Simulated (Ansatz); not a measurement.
# HfH4BrNO2: small, medium and large basis sets

Aim: see how fast density functionals converge with the basis set for HfH4BrNO2.

The runs use Ansatz 0.2.0, Gaussian basis; one geometry, several basis sets.

Levels to be run: PBE0-D4/def2-SVP; ωB97M-V/def2-SVP; PBE0-D4/def2-QZVPP; ωB97M-V/def2-QZVPP; the functionals' def2-TZVPP values are taken from earlier runs.

## Step 1: The relaxed structure

All runs share one geometry, relaxed beforehand with PBE0-D4/def2-TZVP. Hf takes the def2 core potential; no spin-orbit term is included.

SMILES `[NH2][Hf]([OH])([OH])[Br]`, 9 atoms, charge 0, spin multiplicity 1.

Atoms are counted from 1 here; the program's logs count them from 0.

Bond lengths: N1–Hf2 2.023 Å, N1–H6 1.010 Å, N1–H7 1.010 Å, Hf2–O3 1.912 Å, Hf2–O4 1.912 Å, Hf2–Br5 2.545 Å, O3–H8 0.951 Å, O4–H9 0.951 Å. Angles: Hf2–N1–H6 125.5°, Hf2–N1–H7 125.5°, H6–N1–H7 109.0°, N1–Hf2–O3 106.8°, N1–Hf2–O4 106.7°, N1–Hf2–Br5 110.0°, O3–Hf2–O4 115.9°, O3–Hf2–Br5 108.6°, O4–Hf2–Br5 108.7°, Hf2–O3–H8 166.6°, Hf2–O4–H9 166.3°.

## Step 2: PBE0-D4 in def2-SVP

Input file in.yaml:

```yaml
crystal:
  periodic: [false, false, false]
  atoms:
    - {symbol: N, position_ang: [-0.229195, 0.867698, 1.414863]}
    - {symbol: Hf, position_ang: [-0.029373, 0.042602, -0.421123]}
    - {symbol: O, position_ang: [1.816002, -0.415539, -0.623259]}
    - {symbol: O, position_ang: [-1.266731, -1.412659, -0.508056]}
    - {symbol: Br, position_ang: [-0.645305, 1.744590, -2.210143]}
    - {symbol: H, position_ang: [0.496374, 1.354502, 1.921485]}
    - {symbol: H, position_ang: [-1.064616, 0.840827, 1.981815]}
    - {symbol: H, position_ang: [2.653421, -0.800815, -0.857938]}
    - {symbol: H, position_ang: [-1.730576, -2.221195, -0.697665]}
basis:
  gaussian: {orbitals: def2-SVP}
hamiltonian: {xc: pbe0, dispersion: d4}
output: {orbitals: {seedname: orbitals}}
```

Started as:

```sh
> ansatz run in.yaml --threads 4 --pin off --events-out ev --progress --plain --max-ram 10444MiB
```

Further steps of the session: ωB97M-V in def2-SVP; PBE0-D4 in def2-QZVPP; ωB97M-V in def2-QZVPP.

Before running them: what should the planned runs give, taken together? Wanted: PBE0-D4: double and triple zeta above quadruple; ωB97M-V: double and triple zeta above quadruple.

As calculated:

| quantity | value |
| --- | --- |
| PBE0-D4: double and triple zeta above quadruple | 17.63, 1.78 eV |
| ωB97M-V: double and triple zeta above quadruple | 17.72, 1.70 eV |

**Reading.** PBE0-D4 gains 15.85 eV from double to triple zeta, then 1.78 eV more. These are total energies; as a rule much of such shifts cancels in differences, which this series doesn't test. The LUMO of ωB97M-V is positive and keeps falling with the basis (1.24 to 0.44 eV): an unbound level that the basis holds in place.
